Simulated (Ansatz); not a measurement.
# C₈H₁₄HfO₃: small, medium and large basis sets

Aim: see how fast density functionals converge with the basis set for C₈H₁₄HfO₃.

Method: one geometry, several basis sets; program: Ansatz 0.2.0, Gaussian basis.

Levels to be run: PBE0-D4/def2-SVP; ωB97M-V/def2-SVP; PBE0-D4/def2-QZVPP; ωB97M-V/def2-QZVPP; the functionals' def2-TZVPP values are taken from earlier runs.

## Step 1: Structure used throughout

An earlier PBE0-D4 in a triple-zeta def2 set relaxation fixed the geometry. Hf takes the def2 core potential; no spin-orbit term is included.

26 atoms, charge 0, spin multiplicity 1.

Atoms are counted from 1 here; the program's logs count them from 0.

Bond lengths: C1–C2 1.518 Å, C1–H13 1.092 Å, C1–H14 1.093 Å, C1–H15 1.092 Å, C2–C3 1.496 Å, C2–H16 1.097 Å, C2–H17 1.093 Å, C3–C4 1.416 Å, C3–C7 1.412 Å, C3–Hf8 2.561 Å, C4–C5 1.414 Å, C4–Hf8 2.527 Å, C4–H18 1.081 Å, C5–C6 1.408 Å, C5–Hf8 2.526 Å, C5–H19 1.080 Å, C6–C7 1.416 Å, C6–Hf8 2.523 Å and more. Angles: C2–C1–H13 110.7°, C2–C1–H14 111.7°, C2–C1–H15 110.6°, H13–C1–H14 108.4°, H13–C1–H15 107.8°, H14–C1–H15 107.5°, C1–C2–C3 114.4°, C1–C2–H16 109.6°, C1–C2–H17 109.3°, C3–C2–H16 108.2°, C3–C2–H17 108.5°, H16–C2–H17 106.6°, C2–C3–C4 125.6°, C2–C3–C7 127.5°, C2–C3–Hf8 120.4°, C4–C3–C7 106.9°, C4–C3–Hf8 72.5°, C7–C3–Hf8 72.8° and more.

## Step 2: PBE0-D4 in def2-SVP

File in.yaml:

```yaml
crystal:
  periodic: [false, false, false]
  atoms:
    - {symbol: C, position_ang: [1.873949, 1.990028, 1.029934]}
    - {symbol: C, position_ang: [0.399015, 2.298336, 0.845136]}
    - {symbol: C, position_ang: [-0.289289, 1.439506, -0.168409]}
    - {symbol: C, position_ang: [-1.691135, 1.292566, -0.308411]}
    - {symbol: C, position_ang: [-1.950641, 0.435922, -1.402486]}
    - {symbol: C, position_ang: [-0.712319, 0.023869, -1.929825]}
    - {symbol: C, position_ang: [0.309506, 0.638276, -1.165584]}
    - {symbol: Hf, position_ang: [-0.864998, -0.996068, 0.373283]}
    - {symbol: O, position_ang: [-2.527236, -1.995464, 0.524304]}
    - {symbol: O, position_ang: [-0.413524, -0.388184, 2.198897]}
    - {symbol: O, position_ang: [0.440731, -2.345021, -0.072670]}
    - {symbol: C, position_ang: [1.485837, -2.978625, -0.719788]}
    - {symbol: H, position_ang: [2.014386, 0.959542, 1.364031]}
    - {symbol: H, position_ang: [2.436194, 2.131878, 0.103396]}
    - {symbol: H, position_ang: [2.311893, 2.648012, 1.783020]}
    - {symbol: H, position_ang: [0.277783, 3.346081, 0.544965]}
    - {symbol: H, position_ang: [-0.117101, 2.185878, 1.802404]}
    - {symbol: H, position_ang: [-2.433970, 1.765474, 0.319384]}
    - {symbol: H, position_ang: [-2.925057, 0.129039, -1.753037]}
    - {symbol: H, position_ang: [-0.564052, -0.654893, -2.757581]}
    - {symbol: H, position_ang: [1.371079, 0.506903, -1.317692]}
    - {symbol: H, position_ang: [-3.470200, -2.053921, 0.412601]}
    - {symbol: H, position_ang: [-0.308554, -0.898103, 3.000231]}
    - {symbol: H, position_ang: [1.821223, -2.406818, -1.595420]}
    - {symbol: H, position_ang: [1.182602, -3.974901, -1.062782]}
    - {symbol: H, position_ang: [2.343900, -3.099279, -0.047891]}
basis:
  gaussian: {orbitals: def2-SVP}
hamiltonian: {xc: pbe0, dispersion: d4}
output: {orbitals: {seedname: orbitals}}
```

Command:

```bash
> ansatz run in.yaml --threads 11 --pin off --events-out ev --progress --plain --max-ram 110592MiB --backend cpu
```

Further steps of the session: ωB97M-V in def2-SVP; PBE0-D4 in def2-QZVPP; ωB97M-V in def2-QZVPP.

Q: Predict the results of all the runs planned. Wanted: PBE0-D4: double and triple zeta above quadruple; ωB97M-V: double and triple zeta above quadruple.

As calculated:

| quantity | value |
| --- | --- |
| PBE0-D4: double and triple zeta above quadruple | 17.74, 0.82 eV |
| ωB97M-V: double and triple zeta above quadruple | 18.35, 0.77 eV |

PBE0-D4 gains 16.92 eV from double to triple zeta, then 0.82 eV more. These are total energies; as a rule much of such shifts cancels in differences, which this series doesn't test. The LUMO of ωB97M-V is positive and keeps falling with the basis (1.85 to 0.81 eV): an unbound level that the basis holds in place.
